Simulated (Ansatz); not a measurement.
# LuSb: how the settings move a relaxation

Aim: see which settings change the result for LuSb, by how much, and at what cost.

Method: reference: DFT, PBEsol, PAW with Ansatz's default frozen-core files, scalar-relativistic; relaxation of cell and atoms, in Ansatz 0.2.0.

## 1. The structure to begin with

Symmetry: Fm-3m, No. 225, cubic system. The conventional cell has a = 6.079 Å, b = 6.079 Å, c = 6.079 Å, α = 90.00°, β = 90.00°, γ = 90.00°. Lu (site symmetry m-3m) has 6 Sb at 3.04 Å as nearest neighbours. Sb (site symmetry m-3m) has 6 Lu at 3.04 Å as nearest neighbours.

Coordinates:

```cif
data_structure
_symmetry_space_group_name_H-M 'P 1'
_symmetry_Int_Tables_number 1
_cell_length_a 4.2983
_cell_length_b 4.2983
_cell_length_c 4.2983
_cell_angle_alpha 60.000
_cell_angle_beta 60.000
_cell_angle_gamma 60.000
_cell_volume 56.15
loop_
_atom_site_label
_atom_site_type_symbol
_atom_site_fract_x
_atom_site_fract_y
_atom_site_fract_z
_atom_site_occupancy
Lu1 Lu 0.00000 0.00000 0.00000 1
Sb1 Sb 0.50000 0.50000 0.50000 1
```

## 2. Baseline

File input.yaml:

```yaml
crystal:
  lattice:
    - [0.0, 3.0393308489, 3.0393308489]
    - [3.0393308489, 0.0, 3.0393308489]
    - [3.0393308489, 3.0393308489, 0.0]
  atoms:
    - { symbol: Lu, position: [0.0, 0.0, 0.0] }
    - { symbol: Sb, position: [0.5, 0.5, 0.5] }
kpoints:
  mp_grid: { grid: [14, 14, 14] }
scf:
  occupations: { method: fermi_dirac, width: 0.05 }
hamiltonian:
  xc: pbesol
  pseudopotentials: { kind: paw }
relax:
  f_tol: 0.002
  max_steps: 80
  cell: {}
output:
  forces: true
  stress: true
  write_density: true
  write_potential: true
  elf: true
  volumetric_format: npy
```

Started as:

```
$ ansatz run input.yaml --threads 1 --pin off --max-ram 2560MiB --backend cpu --events-out ev --progress --plain --runs-dir out
```

## 3. Changing settings: xc r2scan

input.yaml, as its differences from that of step 2:

```diff
@@ -13,3 +13,3 @@
 hamiltonian:
-  xc: pbesol
+  xc: r2scan
   pseudopotentials: { kind: paw }
@@ -22,5 +22 @@
   stress: true
-  write_density: true
-  write_potential: true
-  elf: true
-  volumetric_format: npy
```

**Question.** What will these runs give? Wanted: for each run, ending; energy change; pressure; gap; force.

The runs gave:

| run | ending | energy change | pressure (GPa) | gap (eV) | force (eV/Å) | cycles | time |
| --- | --- | --- | --- | --- | --- | --- | --- |
| reference | converged | - | 0.0 | 0.00 | 0.00 | 36 | 51 s |
| 1: xc r2scan | converged | not comparable | 0.0 | 0.00 | 0.00 | 26 | 83 s |

Times don't compare one to one where runs were asked for different outputs or read a saved state (see the inputs); cycles may leave out searches for a lower state.

**Reading.** After a change of functional the difference of the totals has no physical meaning; the final volume goes from 53.91 to 56.07 Å³.
